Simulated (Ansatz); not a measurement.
**SiBrF₂ radical: basis-set convergence**

One table from this session's results is given with a row withheld; the runs are named, their logs left out.

Computed with Ansatz 0.2.0, Gaussian basis. Level: one geometry, several basis sets.

Levels to be run: PBE0-D4/def2-SVP; ωB97M-V/def2-SVP; PBE0-D4/def2-QZVPP; ωB97M-V/def2-QZVPP; the functionals' def2-TZVPP values are taken from earlier runs.

### The geometry

The geometry comes from an earlier relaxation with PBE0-D4 in a triple-zeta def2 set; it is a stationary point.

SMILES `F[Si](F)Br`, 4 atoms, charge 0, spin multiplicity 2.

Atoms are counted from 1 here; the program's logs count them from 0.

Bond lengths: F1–Si2 1.586 Å, Si2–F3 1.586 Å, Si2–Br4 2.206 Å. Angles: F1–Si2–F3 106.6°, F1–Si2–Br4 109.2°, F3–Si2–Br4 109.2°.

Set-up of the first run:

Contents of in.yaml:

```yaml
crystal:
  periodic: [false, false, false]
  atoms:
    - {symbol: F, position_ang: [1.361897, 0.144616, 0.763555]}
    - {symbol: Si, position_ang: [0.249170, -0.376864, -0.238523]}
    - {symbol: F, position_ang: [-0.805103, -1.179840, 0.632109]}
    - {symbol: Br, position_ang: [-0.750364, 1.351689, -1.177441]}
basis:
  gaussian: {orbitals: def2-SVP}
magnetization: {spin_polarized: true, initial_magnetization: 1}
hamiltonian: {xc: pbe0, dispersion: d4}
output: {orbitals: {seedname: orbitals}}
```

Command:

```sh
> ansatz run in.yaml --threads 4 --pin off --events-out ev --progress --plain --max-ram 10444MiB
```

Among the steps run: PBE0-D4 in def2-SVP; ωB97M-V in def2-SVP; PBE0-D4 in def2-QZVPP; ωB97M-V in def2-QZVPP.

One table of the session follows, with a row left open; its other results are not shown here.

It belongs to the step «Functionals by basis». 

```
functional       basis  HOMO (eV)  LUMO (eV)
   PBE0-D4    def2-SVP      -7.33      -3.43
   PBE0-D4  def2-TZVPP      -7.43      -3.44
   PBE0-D4  def2-QZVPP          ?          ?
   ωB97M-V    def2-SVP      -9.08      -1.78
   ωB97M-V  def2-TZVPP      -9.19      -1.84
   ωB97M-V  def2-QZVPP      -9.23      -1.92
```

**Question.** Estimate the row for PBE0-D4, def2-QZVPP.

The run gave: HOMO (eV): -7.46; LUMO (eV): -3.48. In the column «HOMO (eV)» it lies between ωB97M-V, def2-SVP (-9.08) and PBE0-D4, def2-TZVPP (-7.43).
